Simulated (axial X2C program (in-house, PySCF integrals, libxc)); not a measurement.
# HReH: Ω levels from open-shell CI on d5 s0 p(π)0

Aim: the spin–orbit levels of HReH that arise from the configuration d5 s0 p(π)0 of Re, and how they move with the bond.

Computed with an in-house X2C program for linear molecules on PySCF integrals. Level: two-component X2C, average-of-configuration Hartree–Fock and CI in the open shells.

All values are calculated.

**1. Set-up**

task.json

```json
{"zs": [1, 75, 1], "q": 0, "bas": ["dyall-v3z", "dyall-v3z", "dyall-v3z"], "r0": 1.63, "metal": 1, "shells": [[2, [0, 1, 2], 5], [0, [0], 0], [1, [1], 0]], "fix": 0, "emax": 3.2, "nroots": 4}
```

Keys: zs atomic numbers; q charge; bas basis sets; r0 starting distance in Å; metal index of the metal atom; shells open shells as [l, |m| values, electrons]; fix electron count of the first shell held; emax energy window in eV; nroots roots for each Ω.

Launch:

```console
$ python soci.py task.json out
```

Two-component X2C with atomic mean-field Coulomb and Gaunt terms, basis H dyall-v3z, Re dyall-v3z (cores contracted in-house). Orbitals come from Hartree–Fock averaged over the configuration Re d5 s0 p(π)0; CI then distributes these electrons over the d, s, p(π) shells of Re.

**2. CI at H–Re–H held linear, both bonds 1.786 Å**

Output:

```text
average of configuration d5 s0 p(π)0
basis functions 201  fitting functions 1082
iter      average energy  largest gradient
   1     -16686.387068805   1.13e+01
   2     -16688.611501058   2.39e-01
   3     -16688.642333634   9.47e-02
   4     -16688.648695659   6.03e-02
   5     -16688.650251787   3.87e-03
   6     -16688.650320858   3.97e-03
   7     -16688.650331492   5.10e-04
   8     -16688.650333049   3.13e-04
   9     -16688.650333295   3.49e-05
  10     -16688.650333308   9.33e-06
converged
CI levels
2*Omega        energy/Eh    cm-1   g(par)  dipole/D  leading shell counts
    1    -16688.81794538        0   1.987   -0.000  {'5 0 0': 0.999}
    3    -16688.81773087       47   5.960   -0.000  {'5 0 0': 0.999}
    5    -16688.81745402      108   9.931   -0.000  {'5 0 0': 0.999}
    1    -16688.74374945    16284   0.824   -0.000  {'5 0 0': 0.999}
    3    -16688.74123742    16835   2.508   -0.000  {'5 0 0': 0.999}
    5    -16688.74072907    16947   6.557   -0.000  {'5 0 0': 0.999}
    1    -16688.73691311    17785   1.885   -0.000  {'5 0 0': 0.999}
    7    -16688.73516481    18168   9.801   -0.000  {'5 0 0': 0.999}
    3    -16688.73338701    18558   5.707   -0.000  {'5 0 0': 0.999}
    5    -16688.73284975    18676   7.346   -0.000  {'5 0 0': 0.999}
    1    -16688.73219675    18820   2.559   -0.000  {'5 0 0': 0.999}
    3    -16688.73185021    18896   3.852   -0.000  {'5 0 0': 0.999}
    5    -16688.72176498    21109   3.977   -0.000  {'5 0 0': 0.999}
    7    -16688.72134598    21201   8.326   -0.000  {'5 0 0': 0.999}
    9    -16688.72105016    21266  11.898   -0.000  {'5 0 0': 1.0}
    7    -16688.71468112    22664   9.400   -0.000  {'5 0 0': 1.0}
    9    -16688.71078726    23518   9.994   -0.000  {'5 0 0': 1.0}
    7    -16688.71035807    23613   6.383   -0.000  {'5 0 0': 1.0}
   11    -16688.70972996    23751  13.874   -0.000  {'5 0 0': 1.0}
```

Dipoles in the output refer to the first atom as origin.

Run time: 1.9 s. Hardware: 1 thread of Arm Neoverse V1, shared host; peak memory 0.45 GiB.

Active spinors (ω > 0; filled shells left out):

```csv
shell,ω,ε (eV),character
d,3/2,-5.10,99% Re d
d,1/2,-4.89,"76% Re d, 18% Re s"
d,5/2,-4.38,100% Re d
d,1/2,-4.34,"80% Re d, 15% Re s"
d,3/2,-4.18,96% Re d
s,1/2,2.32,"91% Re s, 4% Re d"
p(π),1/2,0.74,99% Re p
p(π),3/2,0.84,99% Re p
```

The levels:

```csv
Ω,energy (cm⁻¹),g∥,configuration
1/2,0,1.99,100% d5
3/2,47,5.96,100% d5
5/2,108,9.93,100% d5
1/2,16284,0.82,100% d5
3/2,16835,2.51,100% d5
5/2,16947,6.56,100% d5
1/2,17785,1.89,100% d5
7/2,18168,9.80,100% d5
3/2,18558,5.71,100% d5
5/2,18676,7.35,100% d5
1/2,18820,2.56,100% d5
3/2,18896,3.85,100% d5
5/2,21109,3.98,100% d5
7/2,21201,8.33,100% d5
9/2,21266,11.90,100% d5
7/2,22664,9.40,100% d5
9/2,23518,9.99,100% d5
7/2,23613,6.38,100% d5
11/2,23751,13.87,100% d5
```

g∥ is the magnitude of 2⟨Lz + ge Sz⟩ for the +Ω component.

**3. The same at H–Re–H held linear, both bonds 1.723 Å**

```csv
Ω,energy (cm⁻¹),g∥,configuration
1/2,0,1.99,100% d5
3/2,51,5.96,100% d5
5/2,119,9.93,100% d5
1/2,16168,0.88,100% d5
3/2,16749,2.48,100% d5
5/2,16962,6.53,100% d5
1/2,17686,1.95,100% d5
7/2,18175,9.81,100% d5
3/2,18515,5.72,100% d5
5/2,18650,7.38,100% d5
```

**4. Curves along the symmetric stretch (R is each bond)**

The same input was run at the other distances (logs left out). Energies in cm⁻¹ from the lowest point; levels are followed by energy order within each Ω.

```csv
R (Å),(1)Ω=1/2,(1)Ω=3/2,(1)Ω=5/2,(2)Ω=1/2,(2)Ω=3/2,(2)Ω=5/2,(3)Ω=1/2
1.661,2132,2187,2263,18185,18794,19113,19721
1.723,528,579,647,16697,17277,17490,18215
1.786,0,47,108,16284,16835,16947,17785
1.857,441,485,538,16855,17375,17380,18337
1.929,1746,1785,1832,18291,18781,18686,19752
2.009,3940,3976,4016,20631,21091,20895,22070
2.107,7376,7407,7439,24243,24674,24368,25654
```

Constants where the minimum is well bracketed:

```csv
level of the curve,Te (cm⁻¹),Re (Å),ωe (cm⁻¹)
(1)Ω=1/2,0,1.790,1899.8
(1)Ω=3/2,47,1.790,1899.1
(1)Ω=5/2,107,1.791,1897.9
(2)Ω=1/2,16284,1.782,1930.2
(2)Ω=3/2,16837,1.784,1923.8
(2)Ω=5/2,16946,1.791,1904.8
(3)Ω=1/2,17785,1.783,1926.1
```

**5. Summary of results**

| quantity | value |
| --- | --- |
| lowest level of the model | Ω = 1/2, g∥ = 1.99, 100% d5 |
| next level | Ω = 3/2, 47 cm⁻¹ higher |
| lowest curve, Re and ωe | 1.790 Å, 1899.8 cm⁻¹ |

In words: In the lowest level ⟨Sz⟩ = 0.49 and ⟨Lz⟩ = 0.01; its leading determinant has weight 0.12 among 649. From 1.786 to 1.723 Å the gap from the lowest to the fifth level goes from 16835 to 16749 cm⁻¹. Without dynamic correlation distances can be off by several hundredths of an Å, and the wavenumbers are rough. Dynamic correlation is missing, so gaps between terms are too wide and other configurations may lie lower; the lowest level listed is that of this model, not necessarily the ground state. For d shells the ligand-field splittings (σ, π, δ) and their order can be off by a thousand cm⁻¹ or more. At most 4 roots were kept for each Ω > 0 (twice that for Ω = 0) within 3.2 eV of the lowest, so higher up levels can be missing between those listed; levels with Ω > 0 are doubly degenerate and listed once, Ω = 0 levels singly. Some active spinors are only partly of the character that their shell is named for, so the shell names and counts are nominal. States that fill the shells left empty in the average are placed too high. The molecule was held linear; bending was not examined.
